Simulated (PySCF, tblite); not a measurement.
# C₂H₁₁AsOSi₂+ (doublet): geometry, infrared bands and EPR parameters

Aim: predict the infrared bands and EPR parameters of C₂H₁₁AsOSi₂+ (doublet) (`CO[Si@@H]([AsH2+])C[SiH3]`).

Programs: tblite 0.8.0 and PySCF 2.14.0, with density-fitted response routines of our own. Each step states its level of theory. These are calculated values for one molecule in the gas phase, unless marked as measured. Atoms count from 0, in the outputs and in this text.

### Step 1. The starting structure

17 atoms, charge 1, multiplicity 2; geometry from: force field or distance geometry start.

Bonds of the start (Å): C0–O1 1.42, O1–Si2 1.69, Si2–As3 2.32, Si2–C4 1.88, C4–Si5 1.85, C0–H6 1.11, C0–H7 1.11, C0–H8 1.10, Si2–H9 1.48, As3–H10 1.58, As3–H11 1.53, C4–H12 1.10, C4–H13 1.11, Si5–H14 1.48, Si5–H15 1.45, Si5–H16 1.48.

### Step 2. Relaxing the molecule with GFN2-xTB

What the job is given:

```
{"job": {"kind": "relax", "xc": "GFN2-xTB", "basis": "xTB"}, "charge": 1, "multiplicity": 2}
C      2.492400    -0.922200    -0.259800
O      1.670500    -0.069100    -1.038300
Si     0.323800     0.375600    -0.110900
As     0.242300     2.639400     0.390100
C     -1.303100    -0.022900    -0.974800
Si    -2.330500    -0.965000     0.243200
H      3.514300    -1.010500    -0.691000
H      2.094400    -1.961100    -0.233100
H      2.540100    -0.575700     0.785300
H      0.369900    -0.380100     1.160600
H     -0.646000     2.773000     1.685200
H      1.626400     3.286400     0.527200
H     -1.151400    -0.544800    -1.926300
H     -1.798100     0.940600    -1.216900
H     -3.005100     0.042700     1.091600
H     -3.251300    -1.806600    -0.490500
H     -1.395700    -1.787500     1.048500
```

The run is started by

```sh
$ OMP_NUM_THREADS=1 python probes_run.py task.json out
```

The driver reads the jobs from task.json and runs them one after another.

The program printed:

```text
step      E/eV     max force
  0    -525.69556    2.457
  1    -525.97396    1.269
  2    -526.13868    1.276
  3    -526.26454    1.070
  4    -526.48108    1.232
  5    -526.58976    0.929
  6    -526.67518    0.613
  7    -526.71533    0.449
  8    -526.73943    0.467
  9    -526.76973    0.474
 10    -526.79557    0.379
 11    -526.81772    0.351
 12    -526.84061    0.376
 13    -526.87099    0.556
 14    -526.90652    0.579
 15    -526.93390    0.382
 16    -526.94942    0.250
 17    -526.96158    0.231
 18    -526.97172    0.301
 19    -526.98225    0.278
 20    -526.99266    0.236
 21    -527.00232    0.211
 22    -527.01199    0.250
 23    -527.02344    0.351
 24    -527.03771    0.384
 25    -527.05306    0.312
 26    -527.06647    0.214
 27    -527.07609    0.238
 28    -527.08444    0.248
 29    -527.09561    0.247
 30    -527.10836    0.255
 31    -527.11862    0.225
 32    -527.12658    0.252
 33    -527.13356    0.274
 34    -527.13981    0.332
 35    -527.14399    0.241
 36    -527.14560    0.151
 37    -527.14712    0.076
 38    -527.14778    0.072
 39    -527.14869    0.081
 40    -527.14990    0.100
 41    -527.15136    0.116
 42    -527.15285    0.111
 43    -527.15444    0.100
 44    -527.15603    0.103
 45    -527.15748    0.105
 46    -527.15860    0.078
 47    -527.15946    0.080
 48    -527.16018    0.067
 49    -527.16085    0.064
 50    -527.16146    0.047
 51    -527.16199    0.055
 52    -527.16243    0.053
 53    -527.16281    0.054
 54    -527.16319    0.050
 55    -527.16363    0.048
 56    -527.16420    0.058
 57    -527.16486    0.065
 58    -527.16546    0.064
 59    -527.16590    0.040
 60    -527.16627    0.040
 61    -527.16670    0.045
 62    -527.16722    0.065
 63    -527.16777    0.062
 64    -527.16826    0.063
 65    -527.16881    0.073
 66    -527.16961    0.090
 67    -527.17077    0.108
 68    -527.17202    0.098
 69    -527.17310    0.064
 70    -527.17411    0.093
 71    -527.17567    0.111
 72    -527.17827    0.147
 73    -527.18221    0.186
 74    -527.18585    0.176
 75    -527.18784    0.163
 76    -527.19029    0.150
 77    -527.19293    0.109
 78    -527.19697    0.073
 79    -527.20168    0.099
 80    -527.20338    0.092
 81    -527.20463    0.103
 82    -527.20624    0.104
 83    -527.20746    0.145
 84    -527.20926    0.108
 85    -527.21034    0.066
 86    -527.21153    0.071
 87    -527.21202    0.075
 88    -527.21278    0.059
 89    -527.21340    0.059
 90    -527.21395    0.060
 91    -527.21487    0.068
 92    -527.21602    0.086
 93    -527.21712    0.094
 94    -527.21812    0.090
 95    -527.21922    0.101
 96    -527.22080    0.109
 97    -527.22195    0.076
 98    -527.22288    0.074
 99    -527.22378    0.052
100    -527.22445    0.079
101    -527.22514    0.061
102    -527.22597    0.080
103    -527.22771    0.099
104    -527.22887    0.095
105    -527.22992    0.060
106    -527.23072    0.057
107    -527.23132    0.061
108    -527.23203    0.071
109    -527.23293    0.095
110    -527.23393    0.116
111    -527.23509    0.090
112    -527.23625    0.062
113    -527.23712    0.070
114    -527.23825    0.075
115    -527.23983    0.074
116    -527.24088    0.087
117    -527.24154    0.072
118    -527.24222    0.084
119    -527.24308    0.066
120    -527.24425    0.056
121    -527.24487    0.059
122    -527.24551    0.065
123    -527.24602    0.054
124    -527.24648    0.054
125    -527.24681    0.041
126    -527.24710    0.040
127    -527.24736    0.046
128    -527.24763    0.051
129    -527.24798    0.052
130    -527.24834    0.045
131    -527.24872    0.048
132    -527.24902    0.041
133    -527.24919    0.023
134    -527.24928    0.017
135    -527.24937    0.021
136    -527.24948    0.023
137    -527.24960    0.023
138    -527.24969    0.022
139    -527.24976    0.016
140    -527.24981    0.016
141    -527.24988    0.020
142    -527.24996    0.023
143    -527.25005    0.026
144    -527.25014    0.022
145    -527.25023    0.021
146    -527.25030    0.017
147    -527.25037    0.019
148    -527.25045    0.024
149    -527.25055    0.027
150    -527.25068    0.025
151    -527.25079    0.019
152    -527.25086    0.015
153    -527.25090    0.012
154    -527.25094    0.012
155    -527.25099    0.014
156    -527.25105    0.017
157    -527.25113    0.019
158    -527.25121    0.018
159    -527.25127    0.016
160    -527.25132    0.015
161    -527.25135    0.013
162    -527.25138    0.010
```

Run time: 1.2 s. Hardware: 1 thread of Arm Neoverse V2, shared host.

The steps of the relaxation: (not every step is listed)

```csv
step,energy from step 0 (eV),largest force (eV/Å)
0,0.0000,2.4571
1,-0.2784,1.2691
2,-0.4431,1.2759
3,-0.5690,1.0696
4,-0.7855,1.2320
5,-0.8942,0.9286
6,-0.9796,0.6131
7,-1.0198,0.4487
8,-1.0439,0.4669
22,-1.3164,0.2497
36,-1.4500,0.1509
50,-1.4659,0.0470
64,-1.4727,0.0633
78,-1.5014,0.0734
92,-1.5205,0.0864
106,-1.5352,0.0567
120,-1.5487,0.0562
134,-1.5537,0.0169
148,-1.5549,0.0244
157,-1.5556,0.0187
158,-1.5557,0.0177
159,-1.5557,0.0157
160,-1.5558,0.0150
161,-1.5558,0.0126
162,-1.5558,0.0095
```

Close pairs (by a distance rule), those that changed most:

```csv
bond,before (Å),after (Å),change (Å)
Si2–As3,2.320,2.462,+0.142
C4–Si5,1.851,1.955,+0.104
O1–Si2,1.695,1.591,-0.103
As3–H10,1.576,1.496,-0.080
As3–H11,1.534,1.494,-0.040
C0–H6,1.113,1.089,-0.024
C0–H7,1.113,1.089,-0.023
Si5–H16,1.483,1.462,-0.021
```

The next job starts from the end point, and lists it.

### Step 3. Harmonic vibrations with GFN2-xTB

What the job is given:

```
{"job": {"kind": "ir", "xc": "GFN2-xTB", "basis": "xTB"}, "charge": 1, "multiplicity": 2}
C      2.266806    -1.329337    -0.151125
O      1.640981    -0.062843    -0.199983
Si     0.402262     0.658440     0.490875
As     0.855859     2.894514    -0.435053
C     -1.287972     0.359374    -0.303714
Si    -2.046064    -1.413937     0.014969
H      3.127103    -1.296893    -0.817563
H      1.571894    -2.099097    -0.484925
H      2.596943    -1.551272     0.862421
H      0.456932     0.707744     1.954452
H     -0.558705     3.291194    -0.718152
H      0.770567     3.579271     0.890588
H     -1.213323     0.485215    -1.386470
H     -2.007180     1.096791     0.052738
H     -2.145278    -1.568008     1.462878
H     -3.330823    -1.367116    -0.676486
H     -1.106999    -2.372010    -0.565359
```

The program printed:

```text
mode    cm-1     km/mol
  1     -56.7      7.08
  2      -7.2      0.24
  3      44.1      0.29
  4      75.6      1.88
  5      92.6      1.04
  6      95.2      0.02
  7     106.4      3.29
  8     143.9      0.96
  9     178.1     16.34
 10     204.7     13.09
 11     295.3      7.10
 12     473.0     30.19
 13     480.9     15.06
 14     490.7     24.30
 15     509.2      0.60
 16     525.5     17.70
 17     604.0     73.44
 18     646.7    168.40
 19     679.9     29.71
 20     716.1    140.33
 21     732.9    228.86
 22     753.2    173.89
 23     765.8    400.85
 24     816.5     69.75
 25     970.7      7.52
 26    1014.4     94.87
 27    1076.1     89.88
 28    1102.8      2.03
 29    1107.6      6.13
 30    1181.9    280.11
 31    1398.6     13.08
 32    1401.6      7.48
 33    1447.9      9.40
 34    1451.1     14.89
 35    1987.9    449.25
 36    2003.6    355.48
 37    2215.6    128.96
 38    2295.2    122.28
 39    2306.6    179.16
 40    2320.2    250.79
 41    2950.1      3.63
 42    2981.6      6.54
 43    3001.3      7.23
 44    3009.6      6.55
 45    3022.4      0.14
```

It took 0.59 s on 1 thread of Arm Neoverse V2, shared host.

The strongest bands and the atoms that carry them (share of the mass-weighted mode):

```csv
cm⁻¹,km/mol,atoms
733,228.9,"H15 45 %, H14 16 %, H16 13 %"
753,173.9,"H16 48 %, H14 37 %"
766,400.9,"H16 29 %, H14 25 %, H15 22 %"
1182,280.1,"O1 63 %, C0 22 %, Si2 11 %"
1988,449.2,H10 94 %
2004,355.5,H11 94 %
2307,179.2,"H15 66 %, H16 16 %, H14 15 %"
2320,250.8,"H14 80 %, H15 16 %"
```

### Step 4. g tensor and hyperfine couplings: B3LYP/def2-TZVP-core+pcH-1

The job, as its differences from that of step 3:

```diff
@@ -1,2 +1,2 @@
-{"job": {"kind": "ir", "xc": "GFN2-xTB", "basis": "xTB"}, "charge": 1, "multiplicity": 2}
+{"job": {"kind": "epr", "basis": "pcH-1"}, "charge": 1, "multiplicity": 2}
 C      2.266806    -1.329337    -0.151125
```

Method: UKS B3LYP, def2-TZVP-core on As, pcH-1 on C H O Si, non-relativistic, mean-field spin-orbit, GIAO.

The program printed:

```text
UKS, coarse grid
  cycle   1  E = -2972.58503499  |g| = 1.48e+00
  cycle   2  E = -2971.87115210  |g| = 1.49e+00
  cycle   3  E = -2972.43270235  |g| = 9.03e-01
  cycle   4  E = -2972.72812702  |g| = 1.76e-01
  cycle   5  E = -2972.73706768  |g| = 9.85e-02
  cycle   6  E = -2972.74079339  |g| = 2.96e-02
  cycle   7  E = -2972.74133729  |g| = 1.17e-02
  cycle   8  E = -2972.74142417  |g| = 2.83e-03
  cycle   9  E = -2972.74143431  |g| = 1.56e-03
  cycle  10  E = -2972.74143756  |g| = 4.89e-04
UKS, final grid
  cycle   1  E = -2972.74139112  |g| = 5.72e-04
  cycle   2  E = -2972.74139079  |g| = 1.11e-03
  cycle   3  E = -2972.74139134  |g| = 9.43e-05
  cycle   4  E = -2972.74139135  |g| = 5.14e-05
  cycle   5  E = -2972.74139135  |g| = 2.98e-05
E = -2972.74139135 Eh   <S^2> = 0.7548 (exact 0.7500)
g shifts (ppm)      1          2          3
  rmc          -195       -195       -195
  gc            -11         41         41
  oz_so         441      35366      63803
  total         239      35213      63651
hyperfine (MHz)  atom isotope    a_iso     a_fc   dipolar eigenvalues
    0   13C       1.20       1.17     -1.03     -0.81      1.84
    1   17O     -15.07     -14.77    -15.14      7.23      7.91
    2  29Si      39.62      39.70    -41.29     18.50     22.79
    3  75As     221.23     224.33   -208.79   -188.68    397.47
    4   13C      14.88      15.08    -16.06    -15.93     31.99
    5  29Si      -7.00      -7.04    -19.82      9.21     10.61
    6    1H       2.28       2.27     -1.25     -0.91      2.15
    7    1H      12.20      12.20     -1.21     -0.04      1.26
    8    1H      -0.52      -0.52     -1.00     -0.83      1.83
    9    1H      28.14      28.18     -3.70     -0.41      4.11
   10    1H       1.72       1.18     -9.71      0.10      9.62
   11    1H     -25.08     -25.66    -10.55      2.80      7.74
   12    1H      -5.25      -5.21     -8.27     -0.46      8.72
   13    1H      -8.09      -8.09     -8.23     -0.28      8.51
   14    1H      -1.63      -1.62     -1.77     -0.49      2.26
   15    1H      48.81      48.81     -1.84      0.10      1.74
   16    1H       0.01       0.01     -1.79     -0.30      2.09
```

Wall time 4.4 min (1 thread of Arm Neoverse V2, shared host); peak memory 1.5 GiB.

Principal g values 2.00256, 2.03753, 2.06597; g(iso) = 2.03535, against 2.00232 for a free electron.

Mean a(iso) over the nuclei that a row names, and the largest dipolar term of the row (other rows stand at the frozen geometry):

```csv
nuclei,isotope,a(iso) (MHz),"a(iso) (G, at g = 2.0023)",largest dipolar term (MHz)
As3,75As,221.2,78.9,397.5
Si2,29Si,39.6,14.1,-41.3
H9,1H,28.1,10.0,4.1
"H14, H15, H16",1H,15.7,5.6,2.3
O1,17O,-15.1,-5.4,-15.1
C4,13C,14.9,5.3,32.0
"H10, H11",1H,-11.7,-4.2,-10.5
H13,1H,-8.1,-2.9,8.5
Si5,29Si,-7.0,-2.5,-19.8
H12,1H,-5.2,-1.9,8.7
"H6, H7, H8",1H,4.7,1.7,2.2
C0,13C,1.2,0.4,1.8
```

Mulliken spin populations:

C0 0.00; O1 0.04; Si2 0.09; As3 0.67; C4 0.14; Si5 0.05; H6 0.00; H7 0.01; H8 0.00; H9 0.01; H10 0.00; H11 -0.02; H12 0.00; H13 -0.01; H14 0.00; H15 0.02; H16 0.00

In first order the couplings over 0.8 MHz of 75As, 1H give 1512 distinct lines over 281.8 G, if the averaged nuclei exchange fast.

The fields below are evaluated on a grid from the run's orbitals.

ELF in a plane through or near 7 of the atoms.

Values, 10 rows by 14 columns:
```
0.00 0.00 0.00 0.00 0.00 0.00 0.00 0.00 0.00 0.00 0.00 0.00 0.00 0.00
0.00 0.00 0.00 0.00 0.00 0.00 0.06 0.20 0.12 0.02 0.00 0.00 0.00 0.00
0.00 0.00 0.00 0.00 0.00 0.08 0.67 0.25 0.34 0.38 0.27 0.00 0.00 0.00
0.00 0.00 0.00 0.00 0.03 0.07 0.28 0.39 0.33 0.95 0.85 0.01 0.00 0.00
0.00 0.00 0.30 0.59 0.26 0.41 0.67 0.23 0.43 0.30 0.24 0.00 0.00 0.00
0.00 0.00 0.15 0.50 0.35 0.26 0.24 0.67 0.48 0.87 0.88 0.03 0.00 0.00
0.00 0.00 0.00 0.43 0.99 0.46 0.22 0.50 0.14 0.43 0.16 0.01 0.00 0.00
0.00 0.00 0.00 0.00 0.00 0.09 1.00 0.99 0.27 1.00 1.00 0.63 0.00 0.00
0.00 0.00 0.00 0.00 0.00 0.00 0.17 0.09 0.03 0.31 0.36 0.00 0.00 0.00
0.00 0.00 0.00 0.00 0.00 0.00 0.00 0.00 0.00 0.00 0.00 0.00 0.00 0.00
```
The map spans 11.9 Å across and 12.3 Å up, centred on the molecule. Atoms in the plane (x, y in Å): C0 (-2.6, -0.1), O1 (-1.5, 0.7), As3 (0.6, 2.9), C4 (1.3, -0.3), H7 (-2.4, -1.1), H15 (2.3, -2.8), H16 (-0.1, -2.6).

log10 of the density (e/Å³) in the same plane.

Ten even steps from '0' (-4.0) to '9' (1.6):
```
0000000000000000000000000000
0000000000001112111000000000
0000000000122333332210000000
0000000001233455543321000000
0000000001245677665432100000
0000000012345699766543100000
0000011234445677666543100000
0001223345665666554432100000
0012345567987666555443100000
0013456777887666776654210000
0013456787655567987654210000
0002345677544456776543200000
0000234565444566666543210000
0000012344345677876654310000
0000000112345666667654310000
0000000001234555555543210000
0000000000122233333322100000
0000000000001111111110000000
0000000000000000000000000000
0000000000000000000000000000
```
The map spans 11.9 Å across and 12.3 Å up, centred on the molecule. Atoms in the plane (x, y in Å): C0 (-2.6, -0.1), O1 (-1.5, 0.7), As3 (0.6, 2.9), C4 (1.3, -0.3), H7 (-2.4, -1.1), H15 (2.3, -2.8), H16 (-0.1, -2.6).

On the surface of density 0.002 e/bohr³ the electrostatic potential runs, from the 1st to the 99th percentile, from 3.17 V near O1 to 5.75 V near H9.

The spin density lies nearest to As3 48 %; C4 12 %; Si2 12 %; H11 6 %.

### Step 5. Outcome

| quantity | value |
| --- | --- |
| strongest single infrared mode (GFN2-xTB) | 1988 cm⁻¹, 449 km/mol |
| zero-point energy (GFN2-xTB) | 71.0 kcal/mol |
| g(iso) (B3LYP) | 2.03535 |
| ⟨S²⟩ | 0.755 (exact 0.75) |
| largest a(iso) (averaged by class) | 75As on As3, 221.2 MHz |

Relaxing lowered the energy by 1.556 eV in 162 steps; the close pair that moved most is Si2–As3, from 2.320 to 2.462 Å. The lowest mode is imaginary (57i cm⁻¹), so the xTB geometry is not a minimum. The strongest single mode, at 1988 cm⁻¹, moves mainly H10. GFN2-xTB is a fitted tight-binding method: band positions and strengths are rough. Its intensities can rank the bands wrongly. Most of the unpaired spin sits on As3 (0.67 e). The isotropic g lies 33.0 ppt above the free-electron value. The hyperfine terms hold no scalar relativity, which the heavier nuclei need.
